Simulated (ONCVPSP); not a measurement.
# Pseudopotential generation for Al: ONCV, PBE

Aim: build the potential from the settings below, then test how well it stands in for the atom: other configurations, scattering, ghost states and the plane-wave cutoff that it needs.

The numbers are computed with ONCVPSP 4.0.1.1 (patched build) (PBE, scalar-relativistic, spin-unpolarised reference atom).

## 1. The design

Typed settings, in words:

| Property | Result |
| --- | --- |
| element | aluminium (Al, Z = 13) |
| type | optimised norm-conserving Vanderbilt (ONCV) |
| frozen core | [He] |
| valence charge | 11 |
| reference configuration | 2s2 2p6 3s2 3p1 |
| partial waves | 2s+3s: rc 1.00 bohr, ncon 5, nbas 8, qcut 11.2 1/bohr, 2 projectors; 2p+3p: rc 1.00 bohr, ncon 4, nbas 7, qcut 14.5 1/bohr, 2 projectors; d scattering state at 0.03 Ha: rc 0.85 bohr, ncon 4, nbas 8, qcut 10.1 1/bohr, 2 projectors, debl 4 Ha |
| local potential | polynomial inside 0.55 bohr (lpopt 5, dvloc0 4 Ha) |
| core correction | Teter function, fcfact 2.5, rcfact 1 |

The outer shells as boxes (Hund's rule for the drawing; the calculation is spin-unpolarised):

```
[He] core
2s [↑↓]
2p [↑↓][↑↓][↑↓]
3s [↑↓]
3p [↑ ][  ][  ]
```

The nodes and maxima of the atom's own shells, from an earlier all-electron run, set the scale for the radii.

All-electron outer shells of the reference configuration (PBE, scalar-relativistic, ld1.x):

| shell | level (eV) | outermost node (bohr) | outermost maximum (bohr) |
| --- | --- | --- | --- |
| 1s | -1511.14 | – | 0.08 |
| 2s | -108.17 | 0.16 | 0.50 |
| 2p | -69.64 | – | 0.43 |
| 3s | -7.75 | 0.80 | 2.09 |
| 3p | -2.71 | 0.82 | 2.64 |

## 2. The generation run

The input, Al.dat:

```
# ATOM AND REFERENCE CONFIGURATION
# atsym  z   nc   nv     iexc    psfile
  Al 13.00    1    4        4      upf
#
#   n    l    f
    1    0    2.00
    2    0    2.00
    2    1    6.00
    3    0    2.00
    3    1    1.00
#
# PSEUDOPOTENTIAL AND OPTIMIZATION
# lmax
    2
#
#   l,   rc,      ep,       ncon, nbas, qcut
    0    1.00    0.00    5    8   11.20
    1    1.00    0.00    4    7   14.50
    2    0.85    0.03    4    8   10.10
#
# LOCAL POTENTIAL
# lloc, lpopt,  rc(5),   dvloc0
    4    5    0.55    4.00
#
# VANDERBILT-KLEINMAN-BYLANDER PROJECTORs
# l, nproj, debl
    0    2    3.10
    1    2    2.20
    2    2    4.00
#
# MODEL CORE CHARGE
# icmod, fcfact, rcfact
    3    2.50    1.00
#
# LOG DERIVATIVE ANALYSIS
# epsh1, epsh2, depsh
   -5.00    5.00    0.04
#
# OUTPUT GRID
# rlmax, drl
    6.00    0.01
#
# TEST CONFIGURATIONS
# ncnf
    4
# nvcnf
#   n    l    f
    4
    2    0    2.00
    2    1    6.00
    3    0    2.00
    3    1    0.00
#
    4
    2    0    2.00
    2    1    6.00
    3    0    1.00
    3    1    0.00
#
    4
    2    0    2.00
    2    1    6.00
    3    0    0.00
    3    1    0.00
#
    4
    2    0    2.00
    2    1    6.00
    3    0    0.00
    3    1    3.00
#
```

Command:

```bash
$ oncvpsp.x < Al.dat > Al.out
```

The output, Al.out (without the consistency checks and plot data):

```text
ONCVPSP  (Optimized Norm-Conservinng Vanderbilt PSeudopotential)
scalar-relativistic version 4.0.1.1, modified

#   n    l    f        energy (Ha)
    1    0    2.00    -5.5533531E+01
    2    0    2.00    -3.9749958E+00
    2    1    6.00    -2.5593353E+00
    3    0    2.00    -2.8491419E-01
    3    1    1.00    -9.9667823E-02

Reference configufation results
  iterations    25
  all-electron total energy (Ha)   -2.42684666D+02

Begin loop to  construct optimized pseudo wave functions
and semi-local pseudopoentials for all angular momenta

Calculating optimized projector #   1

 for l=   0

    Fraction of norm inside rc  0.905682
    Optimizing pswf for qcut=  11.18 a_B^-1,  ecut=  62.55 Ha
    Residual kinetic energy error=  6.95D-05 Ha

    Energy error per electron        Cutoff
         Ha          eV             Ha
         0.01000     0.27211       18.56
         0.00100     0.02721       45.57
         0.00010     0.00272       59.84
         0.00001     0.00027      153.45

Calculating optimized projector #   2

 for l=   0

    Fraction of norm inside rc  0.032866
    Optimizing pswf for qcut=  11.18 a_B^-1,  ecut=  62.55 Ha
    Residual kinetic energy error=  2.21D-05 Ha

    Energy error per electron        Cutoff
         Ha          eV             Ha
         0.01000     0.27211       13.04
         0.00100     0.02721       20.55
         0.00010     0.00272       52.10
         0.00001     0.00027       72.16

Calculating optimized projector #   1

 for l=   1

    Fraction of norm inside rc  0.893236
    Optimizing pswf for qcut=  14.48 a_B^-1,  ecut= 104.86 Ha
    Residual kinetic energy error=  2.36D-06 Ha

    Energy error per electron        Cutoff
         Ha          eV             Ha
         0.01000     0.27211       66.57
         0.00100     0.02721       79.72
         0.00010     0.00272       90.78
         0.00001     0.00027       99.26

Calculating optimized projector #   2

 for l=   1

    Fraction of norm inside rc  0.018455
    Optimizing pswf for qcut=  14.48 a_B^-1,  ecut= 104.86 Ha
    Residual kinetic energy error=  7.44D-07 Ha

    Energy error per electron        Cutoff
         Ha          eV             Ha
         0.01000     0.27211       45.64
         0.00100     0.02721       65.21
         0.00010     0.00272       80.43
         0.00001     0.00027       92.99

   Wellstate for l =  2  n =  3
     eigenvalue =   0.0300
     asymptotic potential =   0.5300
     half-point radius = 40.2804

   Wellstate for l =  2  n =  5
     eigenvalue =   4.0300
     asymptotic potential =   4.5300
     half-point radius =  2.8561

Calculating optimized projector #   1

 for l=   2

    Fraction of norm inside rc  0.000089
    Optimizing pswf for qcut=  10.10 a_B^-1,  ecut=  51.05 Ha
    Residual kinetic energy error=  4.01D-07 Ha

    Energy error per electron        Cutoff
         Ha          eV             Ha
         0.01000     0.27211        0.38
         0.00100     0.02721        2.14
         0.00010     0.00272        9.94
         0.00001     0.00027       25.96

Calculating optimized projector #   2

 for l=   2

    Fraction of norm inside rc  0.056990
    Optimizing pswf for qcut=  10.10 a_B^-1,  ecut=  51.05 Ha
    Residual kinetic energy error=  9.42D-04 Ha

    Energy error per electron        Cutoff
         Ha          eV             Ha
         0.01000     0.27211       31.96
         0.00100     0.02721       50.50
         0.00010     0.00272       73.06
         0.00001     0.00027      196.28

Construct Vanderbilt / Kleinmman-Bylander projectors

B matrix Hermiticity error, ll=   0
   1   2    2.9730E-04

  Orthonormal projector coefficients  1.3196E+01  2.1882E+00

B matrix Hermiticity error, ll=   1
   1   2    1.3153E-04

  Orthonormal projector coefficients -9.2626E+00 -2.9495E+00

B matrix Hermiticity error, ll=   2
   1   2   -2.9812E-06

  Orthonormal projector coefficients -1.8587E+01 -2.4073E+00

Model core correction analysis
  based on d2Exc/dn_idn_j

d2excae - all-electron derivatives

   -7.671914D-02   -6.884869D-02   -3.790257D-03   -1.607644D-03
   -6.884998D-02   -7.337476D-02   -4.118777D-03   -2.123495D-03
   -3.789660D-03   -4.118273D-03   -3.680580D-02   -2.766072D-02
   -1.607649D-03   -2.123536D-03   -2.765875D-02   -2.849600D-02

d2excps - pseudofunction derivatives with no core correction

   -7.745840D-02   -7.159853D-02   -4.066706D-03   -1.837986D-03
   -7.159991D-02   -7.362789D-02   -4.175667D-03   -2.114189D-03
   -4.066292D-03   -4.175172D-03   -3.683023D-02   -2.766995D-02
   -1.838050D-03   -2.114253D-03   -2.766799D-02   -2.849554D-02

rms 2nd derivative error    1.000027E-03

rmatch, rhocmatch    0.2094   82.7453

Teter function model core charge with specified parameters

d2excps - pseudofunction derivatives with core correction

   -7.360845D-02   -7.215617D-02   -3.783368D-03   -1.856485D-03
   -7.215611D-02   -7.394287D-02   -4.214313D-03   -2.127127D-03
   -3.782767D-03   -4.213827D-03   -3.680937D-02   -2.767121D-02
   -1.856493D-03   -2.127194D-03   -2.766925D-02   -2.849606D-02

rms 2nd derivative error    1.414468E-03

Pseudoatom total energy  -79.997996

Diagnostic tests using Vanderbilt-Kleinman-Bylander pseudopotentials
  1 or more projectors used as specified by nproj input data

   l    rcore       rmatch      e in        delta e   norm test  slope test

   0   1.0036768   1.0341506  -3.9749958   0.0000040   1.0001512   1.0001495
   0   1.0036768   1.0341506  -0.2849142   0.0000083   1.0000593   1.0000491

   1   1.0036768   1.0341506  -2.5593353  -0.0000136   1.0001363   1.0001542
   1   1.0036768   1.0341506  -0.0996678   0.0000056   1.0000747   1.0000710

   2   0.8539814   0.8799101   0.0300000   0.0000611   1.0001140   1.0001140
   2   0.8539814   0.8799101   4.0300000   0.0001384   1.0002311   1.0002311

 Testing for bound ghosts
   n   l    E NL Schr. Eq   E Basis Diag.   E Cutoff

   1   0       -3.974992       -3.974943    261.27
   2   0       -0.284906        0.069579    261.27

   2   1       -2.559349       -2.559097    221.34
   3   1       -0.099662        0.422320    221.34

 Testing for highly-localized positive-energy ghosts
       l    <radius>/rc     E Basis Diag.   E Cutoff

Test configuration 0

   n   l     f        eae           eps        diff
   1   0  2.0000  -55.53353116
   2   0  2.0000   -3.97499583   -3.97499178    4.04D-06
   2   1  6.0000   -2.55933530   -2.55934889   -1.36D-05
   3   0  2.0000   -0.28491419   -0.28490591    8.28D-06
   3   1  1.0000   -0.09966782   -0.09966227    5.56D-06

    Total energies and differences
      AE_ref= -2.42684666D+02  AE_tst= -2.42684666D+02  dif=  0.00D+00
      PS_ref= -7.99979965D+01  PS_tst= -7.99979965D+01  dif=  4.26D-14
      PSP excitation error= -4.26D-14

Test configuration 1

   n   l     f        eae           eps        diff
   1   0  2.0000  -55.84548693
   2   0  2.0000   -4.28139008   -4.28125510    1.35D-04
   2   1  6.0000   -2.86614977   -2.86556624    5.84D-04
   3   0  2.0000   -0.54427607   -0.54425589    2.02D-05

    Total energies and differences
      AE_ref= -2.42684666D+02  AE_tst= -2.42472946D+02  dif=  2.12D-01
      PS_ref= -7.99979965D+01  PS_tst= -7.97862844D+01  dif=  2.12D-01
      PSP excitation error=  8.76D-06

Test configuration 2

   n   l     f        eae           eps        diff
   1   0  2.0000  -56.31071886
   2   0  2.0000   -4.73212529   -4.73286299   -7.38D-04
   2   1  6.0000   -3.31704612   -3.31660236    4.44D-04
   3   0  1.0000   -0.87271849   -0.87274952   -3.10D-05

    Total energies and differences
      AE_ref= -2.42684666D+02  AE_tst= -2.41766424D+02  dif=  9.18D-01
      PS_ref= -7.99979965D+01  PS_tst= -7.90797438D+01  dif=  9.18D-01
      PSP excitation error= -1.07D-05

Test configuration 3

psatom: WARNING lschvkbb convergence error n,l,iter=   3   1   4
ea(ii),et,emin,emax -1.077035E-01 -1.184739E-01 -1.184739E-01 -1.184739E-01
run_config: WARNING for fully non-local PS atom, stg. 1
 WARNING no output for configuration 4

Test configuration 4

   n   l     f        eae           eps        diff
   1   0  2.0000  -55.66548563
   2   0  2.0000   -4.10332653   -4.10468239   -1.36D-03
   2   1  6.0000   -2.68678929   -2.68844534   -1.66D-03
   3   1  3.0000   -0.14302397   -0.14303088   -6.91D-06

    Total energies and differences
      AE_ref= -2.42684666D+02  AE_tst= -2.42300613D+02  dif=  3.84D-01
      PS_ref= -7.99979965D+01  PS_tst= -7.96139311D+01  dif=  3.84D-01
      PSP excitation error= -1.16D-05
```

Run time: 5.8 s. Hardware: 1 thread of Neoverse-N1, shared host.

Partial waves on a coarse radial grid (AE all-electron, PS pseudo):

```csv
r (bohr),2p AE,2p PS
0.050,0.1258,0.0439
0.100,0.3708,0.1691
0.150,0.6246,0.3564
0.200,0.8424,0.5789
0.250,1.0099,0.8069
0.300,1.1262,1.0120
0.350,1.1972,1.1738
0.400,1.2294,1.2794
0.450,1.2318,1.3283
0.500,1.2110,1.3251
0.550,1.1734,1.2825
0.600,1.1242,1.2139
0.650,1.0671,1.1316
0.700,1.0055,1.0461
0.750,0.9416,0.9636
0.800,0.8772,0.8870
0.850,0.8137,0.8170
0.900,0.7520,0.7527
0.950,0.6928,0.6928
1.000,0.6365,0.6364
1.050,0.5834,0.5833
1.100,0.5336,0.5335
1.150,0.4871,0.4870
1.200,0.4440,0.4439
1.250,0.4040,0.4039
1.300,0.3672,0.3671
```

Densities times 4π (e/bohr³); a dash where the program caps the true core:

```csv
r (bohr),pseudo valence,true core,model core
0.050,35.43,–,172.5
0.150,63.06,363.7,37.36
0.250,88.39,30.64,0.8146
0.350,88.56,2.735,0.004354
0.450,67.94,0.2535,0.0001838
0.550,43.27,0.02442,1.515e-05
0.650,24.8,0.002382,0
0.750,13.74,0.0002381,0
0.850,7.695,2.403e-05,0
0.950,4.43,2.466e-06,0
1.050,2.629,2.73e-07,0
1.150,1.63,0,0
1.250,1.079,0,0
```

## 3. Transferability, from the output's test configurations

1 test gave no usable energy difference (2s2 2p6 3s0 3p0).

The tests as a table, with energies relative to 2s2 2p6 3s2 3p1.

| valence configuration | charge | ΔE all-electron (eV) | error AE − PS (meV) |
| --- | --- | --- | --- |
| 2s2 2p6 3s2 3p0 | +1 | 5.761 | +0.2 |
| 2s2 2p6 3s1 3p0 | +2 | 24.987 | -0.3 |
| 2s2 2p6 3s0 3p3 | 0 | 10.451 | -0.3 |

## 4. Does it scatter like the atom?

Taken from the files of the generation run. The phase is arctan(r·R′/R) of the radial function R, unwrapped, with energies in Ha. A pole is an energy at which the radial function vanishes at the test radius. The pseudo phase is shifted by a multiple of π to meet the all-electron one at the reference energy. Levels narrower than the energy grid can be missing from the poles. The last column is the largest difference on the grid between −0.5 and +0.5 Ha.

| channel | radius (bohr) | reference (Ha) | poles AE | poles PS | window around the reference with phases within 0.05 rad (Ha) | largest difference near zero (rad) |
| --- | --- | --- | --- | --- | --- | --- |
| s | 1.02 | -0.28 | -2.78 | -2.78 | the whole range | 0.000 |
| p | 1.02 | -0.10 | -1.56 | -1.56 | the whole range | 0.000 |
| d | 0.86 | 0.03 | none | none | the whole range | 0.000 |

Phases (rad) along the scan:

| E (Ha) | s AE | s PS | d AE | d PS |
| --- | --- | --- | --- | --- |
| -4.96 | -0.491 | -0.491 | 1.118 | 1.118 |
| -4.48 | -0.969 | -0.969 | 1.096 | 1.096 |
| -4.00 | -1.249 | -1.249 | 1.071 | 1.071 |
| -3.52 | -1.416 | -1.416 | 1.043 | 1.043 |
| -3.04 | -1.525 | -1.525 | 1.010 | 1.010 |
| -2.56 | -1.605 | -1.605 | 0.973 | 0.973 |
| -2.08 | -1.668 | -1.668 | 0.930 | 0.930 |
| -1.60 | -1.723 | -1.723 | 0.879 | 0.879 |
| -1.12 | -1.774 | -1.774 | 0.819 | 0.819 |
| -0.64 | -1.824 | -1.824 | 0.746 | 0.746 |
| -0.16 | -1.877 | -1.877 | 0.659 | 0.659 |
| 0.32 | -1.934 | -1.934 | 0.553 | 0.553 |
| 0.80 | -2.000 | -2.000 | 0.425 | 0.425 |
| 1.28 | -2.079 | -2.079 | 0.272 | 0.272 |
| 1.76 | -2.177 | -2.177 | 0.096 | 0.096 |
| 2.24 | -2.305 | -2.305 | -0.098 | -0.098 |
| 2.72 | -2.474 | -2.474 | -0.295 | -0.295 |
| 3.20 | -2.699 | -2.699 | -0.482 | -0.482 |
| 3.68 | -2.982 | -2.982 | -0.649 | -0.649 |
| 4.16 | -3.295 | -3.296 | -0.792 | -0.792 |
| 4.64 | -3.587 | -3.588 | -0.911 | -0.911 |

## 5. Convergence and ghost test

Read off the output, the cutoffs (Ha) at which the residual kinetic energy of the hardest occupied pseudo-wave falls to 1 and 0.1 mHa per electron: 80 Ha and 91 Ha.

The program's own ghost test: no bound ghost flagged; no localised positive-energy state flagged.

Cutoff (Ha) at which the first wave of each channel reaches a given error (Ha per electron):

```
  error      s     p     d
1.0e-02   18.6  66.6   0.4
3.2e-03   33.9  73.7   1.0
1.0e-03   45.6  79.7   2.1
3.2e-04   52.9  85.7   4.8
1.0e-04   59.8  90.8   9.9
3.2e-05   96.8  95.0  16.9
1.0e-05  153.5  99.3  26.0
```

## 6. Outcome

```
                                                quantity                                            value
  cutoffs for 1 and 0.1 mHa per electron, occupied waves                                  80 Ha and 91 Ha
                                            bound ghosts                                       none found
                                          GHOST(+) flags                               none at low energy
                            largest test error (AE − PS)  -0.3 meV, for 2s2 2p6 3s0 3p3 (1 test unsolved)
largest phase difference near zero energy, channels read                                        0.000 rad
 rms error of d²Exc/dn², without and with the model core                                1.00 and 1.41 mHa
```

The worst unpolarised test, 2s2 2p6 3s0 3p3, is off by 0.3 meV on 10.5 eV; by total energies transferability rates as very good where solved. Of the tests 1 gave no usable energy difference, which is a warning in itself. The potential is very hard: the looser tolerance needs 80 Ha. At the looser tolerance the 2p wave is the slowest; 3p needs 65 Ha. It is free of bound ghosts as far as tested. Near zero energy the phases of the channels with partial waves agree within 0.001 rad. These are tests on the free atom; a crystal test is still owed.
